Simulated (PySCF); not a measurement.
# OY (YO): the cost of one run

Computed with PySCF 2.14.0 and routines of our own; the level stands in each step. Atoms count from 0.

### 1 The system as given

2 atoms, charge 0, multiplicity 2; geometry from: GFN2-xTB.

### 2 Optimising the geometry at PBE0-D3(BJ)/def2-SVP

The job: settings as JSON, then the geometry in Å.

```
{"job": {"xc": "PBE0", "basis": "def2-SVP", "d3": "d3bj", "grid": 1, "maxiter": 30, "shake": 0.01, "kind": "geom"}, "charge": 0, "multiplicity": 2}
O      0.964840    -0.028230     0.001080
Y     -0.947350    -0.000580    -0.013200
```

On the command line:

```console
$ OMP_NUM_THREADS=1 python heavy_run.py task.json out
```

This one command runs all jobs of the session in turn.

Q: Estimate the wall time and peak memory of this first job on 1 thread of Intel Xeon 6975P-C, shared host.

About 3.7 s, with a peak of 0.26 GiB.
